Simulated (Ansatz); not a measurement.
NaBe2Se2:

```
Na Be Se
1.0
     3.67228    0.00000    0.00000
    -1.83614    3.18028    0.00000
     0.00000    0.00000    8.01116
Na Be Se
1 2 2
Direct
  0.00000 0.00000 0.50000
  0.33333 0.66667 0.14639
  0.33333 0.66667 0.85361
  0.66667 0.33333 0.22852
  0.66667 0.33333 0.77148
```

The cell was built by a generator and needn't be a form met in nature.

- Program: Ansatz 0.2.0
- Task: relaxation of cell and atoms
- Functional: PBEsol
- Dispersion: D3(BJ)
- Potentials or basis: Ansatz PAW
- Cutoff: 420 eV (not typed: the program's choice for these potentials)
- k mesh: 6 × 6 × 3
- Occupations: fermi-dirac, width 0.05 eV
- Spin: no spin polarisation

At the start: volume 18.71 Å³/atom.

How do energy, volume and symmetry change on relaxing?

It ends after 6 steps and the volume is 17.36 Å³/atom (-7.2 %); space group P-6m2 (No. 187, to 0.05 Å).

The path:
| step | energy change (eV) | largest force (eV/Å) | volume (Å³) |
| --- | --- | --- | --- |
| 1 | 0.0000 | 0.0903 | 93.56 |
| 2 | -0.0764 | 0.2146 | 87.82 |
| 3 | -0.0819 | 0.1132 | 86.53 |
| 4 | -0.0837 | 0.0519 | 86.77 |
| 5 | -0.0841 | 0.0033 | 86.80 |
| 6 | -0.0836 | 0.0033 | 86.80 |

Final structure:
```cif
data_structure
_symmetry_space_group_name_H-M 'P 1'
_symmetry_Int_Tables_number 1
_cell_length_a 3.6012
_cell_length_b 3.6012
_cell_length_c 7.7285
_cell_angle_alpha 90.000
_cell_angle_beta 90.000
_cell_angle_gamma 120.000
_cell_volume 86.80
loop_
_atom_site_label
_atom_site_type_symbol
_atom_site_fract_x
_atom_site_fract_y
_atom_site_fract_z
_atom_site_occupancy
Na1 Na 0.00000 0.00000 0.50000 1
Be1 Be 0.33333 0.66667 0.14798 1
Be2 Be 0.33333 0.66667 0.85202 1
Se1 Se 0.66667 0.33333 0.22961 1
Se2 Se 0.66667 0.33333 0.77039 1
```

Caveat: the plane-wave basis is chosen anew once the cell has moved, so the energies of steps on either side of that aren't comparable; pairwise dispersion overbinds metals, which lowers pressure and volume; the PAW data sets come from PBE, with cores solved anew for the run's functional, which leaves a small shift of forces and pressure.
